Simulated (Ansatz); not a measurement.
# CH2Cl2 (dichloromethane) at CAM-B3LYP/aug-cc-pVDZ

What is the electronic atomisation energy of CH2Cl2 (dichloromethane) at CAM-B3LYP/aug-cc-pVDZ? 

Program for the calculation: Ansatz 0.2.0.

50 further runs of the same task are left out: 50 set aside as unsound or not needed.

**1. The system as given**

The species is CH2Cl2 (5 atoms), meant as a singlet with charge 0. As SMILES, `ClCCl`. Geometry: relaxed at PBE0-D4/def2-TZVP.

Bond lengths: Cl1–C2 1.762 Å, C2–Cl3 1.762 Å, C2–H4 1.086 Å, C2–H5 1.086 Å. Angles: Cl1–C2–Cl3 112.9°, Cl1–C2–H4 108.1°, Cl1–C2–H5 108.1°, Cl3–C2–H4 108.1°, Cl3–C2–H5 108.1°, H4–C2–H5 111.4°.

**2. The energy at CAM-B3LYP/aug-cc-pVDZ**

The input, in.yaml:

```yaml
crystal:
  periodic: [false, false, false]
  atoms:
    - {symbol: Cl, position_ang: [1.630750, -0.338670, 0.265360]}
    - {symbol: C, position_ang: [-0.101090, -0.082670, 0.062890]}
    - {symbol: Cl, position_ang: [-0.474220, 1.284450, -0.984760]}
    - {symbol: H, position_ang: [-0.525010, -0.976700, -0.384090]}
    - {symbol: H, position_ang: [-0.530410, 0.113600, 1.040610]}
basis:
  gaussian: {orbitals: aug-cc-pVDZ}
magnetization: {spin_polarized: false}
hamiltonian: {xc: {name: CAM-B3LYP}}
accuracy: high
output: {orbitals: {seedname: orbitals}}
```

Command:

```console
ansatz run in.yaml --threads 1 --pin off --max-ram 3480MiB --events-out events.jsonl --progress --plain --runs-dir runs
```

The program printed:

```text
Warning: RAYON_NUM_THREADS=1 ignored (pool sized by the plan → 1); use --threads N
Functional definition: CAM-B3LYP
  name "CAM-B3LYP"
  parameter alpha = 0.19
  parameter beta = 0.46
  parameter omega = 0.33/bohr
  parameter ac = 0.81
  exchange = (1 - alpha - beta)*b88_x + beta*b88_x_sr(omega) + alpha*exact_x + beta*exact_x_lr(omega)
  correlation = (1 - ac)*vwn5_c + ac*lyp_c
1907 factors; integrals over basis functions are off by at most 3.7e-9 eV
475 factors; integrals over basis functions are off by at most 2.0e-9 eV
mean field evaluation 1: about -26114.5472 eV, gradient 1.7e1 eV
mean field evaluation 2: about -26114.7583 eV, gradient 1.5e1 eV
mean field evaluation 4: about -26115.2756 eV, gradient 3.7e-1 eV
mean field evaluation 8: about -26115.3511 eV, gradient 2.1e-2 eV
mean field evaluation 16: about -26115.3511 eV, gradient 5.0e-7 eV
mean field -26115.35111368 eV, -959.7214518069 hartree, gradient 1.1e-8 eV, S^2 0.000000; 0 other end points of the search recorded, 0 dependent functions left out
reference -26115.35113199 eV, -959.7214524799 hartree; 21, 21 occupied and 74, 74 virtual orbitals, 1907 factors
Total energy: -26115.35113199 eV, -959.7214524799 hartree
```

Run time: 8.1 s. Hardware: 1 thread of Arm Neoverse V2, shared host; peak memory 0.34 GiB.

**3. The C atom**

The input, run.yaml:

```yaml
crystal:
  periodic: [false, false, false]
  atoms:
    - {symbol: C, position_ang: [0.000000, 0.000000, 0.000000]}
basis:
  gaussian:
    orbitals: aug-cc-pVDZ
magnetization:
  spin_polarized: true
  initial_magnetization: 2
hamiltonian:
  xc: {name: CAM-B3LYP}
accuracy: high
```

Run the same way, it converges to -37.83163 Eh (log not shown).

**4. The Cl atom, same level**

The input, job.yaml:

```yaml
crystal:
  periodic: [false, false, false]
  atoms:
    - {symbol: Cl, position_ang: [0.000000, 0.000000, 0.000000]}
basis:
  gaussian:
    orbitals: aug-cc-pVDZ
magnetization:
  spin_polarized: true
  initial_magnetization: 1
hamiltonian:
  xc: {name: CAM-B3LYP}
accuracy: high
```

Run the same way, it converges to -460.16054 Eh (log not shown).

**5. The H atom**

job.yaml: that of step 4 with these lines changed.

```diff
@@ -3,3 +3,3 @@
   atoms:
-    - {symbol: Cl, position_ang: [0.000000, 0.000000, 0.000000]}
+    - {symbol: H, position_ang: [0.000000, 0.000000, 0.000000]}
 basis:
```

Run the same way, it converges to -0.49832 Eh (log not shown).

**6. Outcome**

At CAM-B3LYP/aug-cc-pVDZ:

| quantity | value |
| --- | --- |
| molecule: total energy | -959.72145 Eh |
| molecule: HOMO energy | -10.17 eV |
| molecule: LUMO energy | 0.20 eV |
| molecule: HOMO–LUMO gap | 10.37 eV |
| C atom: total energy | -37.83163 Eh |
| C atom: ⟨S²⟩ | 2.003 |
| Cl atom: total energy | -460.16054 Eh |
| Cl atom: ⟨S²⟩ | 0.752 |
| H atom: total energy | -0.49832 Eh |
| H atom: ⟨S²⟩ | 0.750 |
| electronic atomisation energy | 15.568 eV |

In words: Taking the molecule apart into free atoms costs 15.57 eV (1502 kJ/mol), before zero-point energy and without spin-orbit coupling.
